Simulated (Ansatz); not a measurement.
# Ti2Co: the cost of one run

Computed with Ansatz 0.2.0 (DFT PBEsol, scalar-relativistic, plane waves, PAW, unless a step's input says otherwise).

3 further runs of the same task are left out: 3 set aside as unsound or not needed. Runs told in other sessions of the task aren't counted.

## (1) The structure to begin with

It takes space group Fd-3m (No. 227, cubic). The conventional cell has a = 6.982 Å, b = 6.982 Å, c = 6.982 Å, α = 90.00°, β = 90.00°, γ = 90.00°. Around Ti (site symmetry -3m) lie 6 Ti at 2.47 Å and 6 Co at 2.89 Å. Around Co (site symmetry -43m) lie 12 Ti at 2.89 Å and 4 Co at 3.02 Å.

As a file:

```xyz
6
Lattice="0.0000 3.4909 3.4909 3.4909 0.0000 3.4909 3.4909 3.4909 0.0000" Properties=species:S:1:pos:R:3 pbc="T T T"
Ti    0.8727    0.8727    0.8727
Ti    0.8727    2.6182    2.6182
Ti    2.6182    2.6182    0.8727
Ti    2.6182    0.8727    2.6182
Co    3.4909    3.4909    3.4909
Co    5.2363    5.2363    5.2363
```

It is the result of an earlier relaxation at this level (volume 14.18 Å³/atom; gap on the mesh: none (metal), site moments up to 1.0 μB).

## (2) Relaxing at 5 GPa

At a set pressure the run lowers the enthalpy E + PV, so the energy alone may rise along the way.

input.yaml reads:

```yaml
crystal:
  lattice:
    - [0.0, 3.4908822152, 3.4908822152]
    - [3.4908822152, 0.0, 3.4908822152]
    - [3.4908822152, 3.4908822152, 0.0]
  atoms:
    - { symbol: Ti, position: [0.125, 0.125, 0.125] }
    - { symbol: Ti, position: [0.625, 0.125, 0.125] }
    - { symbol: Ti, position: [0.125, 0.125, 0.625] }
    - { symbol: Ti, position: [0.125, 0.625, 0.125] }
    - { symbol: Co, position: [0.5, 0.5, 0.5], spin: 1.1 }
    - { symbol: Co, position: [0.75, 0.75, 0.75], spin: 1.1 }
basis:
  ecutwfc: 420
kpoints:
  mp_grid: { grid: [10, 10, 10] }
hamiltonian:
  xc: pbesol
scf:
  occupations: { method: gaussian, width: 0.2 }
output:
  forces: true
  stress: true
  eigenvalues: true
  populations: true
  write_density: true
  write_potential: true
  elf: true
  volumetric_format: npy
magnetization:
  spin_polarized: true
relax:
  adjacent_minimum: "off"
  f_tol: 0.001
  max_steps: 60
  cell: { stress_tol: 0.02, p_target: 5.0 }
```

Started as:

```bash
> ansatz run input.yaml --threads 2 --pin off --max-ram 6144MiB --backend cpu --events-out ev --progress --plain --runs-dir out
```

What time and memory should one allow on 2 threads of Intel Xeon Platinum 8488C (Sapphire Rapids), shared host?

About 77 s, with a peak of 0.69 GiB.
